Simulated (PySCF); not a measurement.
# H5O4Pb (Pb(OH)3(H2O)+): the cost of one run

Computed with PySCF 2.14.0. Level: PBE0, Pb def2-SVP with ECP60, O def2-SVP, H def2-SVP; scalar-relativistic core potentials, no spin–orbit coupling.

1 further run of the same task is left out (for a known fault of the program).

**1. Where the work starts**

10 atoms, charge 1, spin multiplicity 1.

Bond lengths: Pb1–O2 1.918 Å, Pb1–O4 1.918 Å, Pb1–O6 1.918 Å, Pb1–O8 2.180 Å, O2–H3 0.966 Å, O4–H5 0.966 Å, O6–H7 0.966 Å, O8–H9 0.970 Å, O8–H10 0.970 Å. Angles: O2–Pb1–O4 109.5°, O2–Pb1–O6 109.5°, O2–Pb1–O8 109.5°, O4–Pb1–O6 109.5°, O4–Pb1–O8 109.5°, O6–Pb1–O8 109.5°, Pb1–O2–H3 158.7°, Pb1–O4–H5 158.7°, Pb1–O6–H7 158.7°, Pb1–O8–H9 127.5°, Pb1–O8–H10 127.5°, H9–O8–H10 105.1°.

Coordinates:

```
atom    x (Å)    y (Å)    z (Å)
 Pb1   0.0000   0.0000   0.0000
  O2   1.1076   1.1076   1.1076
  H3   1.8747   1.3797   1.6272
  O4  -1.1076  -1.1076   1.1076
  H5  -1.8747  -1.3797   1.6272
  O6   1.1076  -1.1076  -1.1076
  H7   1.3797  -1.8747  -1.6272
  O8  -1.2586   1.2586  -1.2586
  H9  -1.2849   2.2280  -1.2849
 H10  -1.9136   0.9706  -1.9136
```

Formal oxidation states: Pb +4.

**2. SCF at the start, singlet**

The input, run.py (the lines that set the calculation):

```python
mol = gto.M(atom='''
Pb     0.00000     0.00000     0.00000
O      1.10760     1.10760     1.10760
H      1.87470     1.37970     1.62720
O     -1.10760    -1.10760     1.10760
H     -1.87470    -1.37970     1.62720
O      1.10760    -1.10760    -1.10760
H      1.37970    -1.87470    -1.62720
O     -1.25860     1.25860    -1.25860
H     -1.28490     2.22800    -1.28490
H     -1.91360     0.97060    -1.91360''',
    basis={'Pb': 'def2-SVP', 'O': 'def2-SVP', 'H': 'def2-SVP'},
    ecp={'Pb': 'def2-SVP'},
    charge=1, spin=0)
mf = dft.RKS(mol, xc='PBE0')
mf.grids.atom_grid = (50, 194)
mf = mf.density_fit()  # fitting sets: Pb def2-universal-JKFIT, O def2-universal-JKFIT, H def2-universal-JKFIT
mf.conv_tol = 1e-08; mf.max_cycle = 55
mf.kernel(dm0)  # dm0: free metal ions and neutral atoms
```

Started as:

```console
OMP_NUM_THREADS=2 python run.py
```

Q: Estimate wall time and peak memory on 2 threads of Arm Neoverse V1, shared host.

About 15 s, with a peak of 0.61 GiB.
